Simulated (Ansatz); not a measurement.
# CoO: the cost of one run

Method: DFT PBE+U (U_eff = 8 eV on Co d), plane waves, PAW, in Ansatz 0.2.0.

6 further runs of the same task are left out: 6 that didn't finish.

### 1 The starting structure

Symmetry: I4/mmm, No. 139, tetragonal system. Conventional cell: a = 3.016 Å, b = 3.016 Å, c = 4.215 Å, α = 90.00°, β = 90.00°, γ = 90.00°. Co (site symmetry 4/mmm) is surrounded by 6 O at 2.11 to 2.13 Å. O (site symmetry 4/mmm) has 6 Co at 2.11 to 2.13 Å as nearest neighbours.

Structure file:

```cif
data_structure
_symmetry_space_group_name_H-M 'I4/mmm'
_symmetry_Int_Tables_number 139
_cell_length_a 3.0160
_cell_length_b 3.0160
_cell_length_c 4.2145
_cell_angle_alpha 90.000
_cell_angle_beta 90.000
_cell_angle_gamma 90.000
_cell_volume 38.34
loop_
_atom_site_label
_atom_site_type_symbol
_atom_site_symmetry_multiplicity
_atom_site_Wyckoff_symbol
_atom_site_fract_x
_atom_site_fract_y
_atom_site_fract_z
_atom_site_occupancy
Co1 Co 2 a 0.00000 0.00000 0.00000 1
O1 O 2 b 0.00000 0.00000 0.50000 1
```

### 2 Ferromagnetic start, free, symmetry kept, no search

File input.yaml:

```yaml
crystal:
  lattice:
    - [-1.50800044, 1.50800044, 2.10725036]
    - [1.50800044, -1.50800044, 2.10725036]
    - [3.01600088, 3.01600088, -4.21450072]
  atoms:
    - { symbol: Co, position: [0.0, 0.0, 0.0], spin: 3.0 }
    - { symbol: O, position: [0.5, 0.5, 0.0] }
    - { symbol: Co, position: [0.0, 0.0, 0.5], spin: 3.0 }
    - { symbol: O, position: [0.5, 0.5, 0.5] }
basis:
  ecutwfc: 420
  ecutrho_ratio: 4
kpoints:
  mp_grid: { grid: [8, 8, 8] }
hamiltonian:
  xc: pbe
  hubbard:
    sites: [{ site: 0, l: d, u_eff: 8.0 }, { site: 2, l: d, u_eff: 8.0 }]
scf:
  occupations: { method: gaussian, width: 0.05 }
  lower_state_search: "off"
  max_iter: 150
output:
  forces: true
  stress: true
  eigenvalues: true
  populations: true
  hubbard: { sites: [{ site: 0, l: d }, { site: 2, l: d }] }
magnetization:
  spin_polarized: true
```

Launch:

```
$ ansatz run input.yaml --threads 2 --pin off --max-ram 3072MiB --backend cpu --events-out ev --progress --plain --runs-dir out
```

**Question.** How long does this run take on 2 threads of Arm Neoverse V2, shared host, and how much memory does it need?

About 16 s, with a peak of 0.52 GiB.
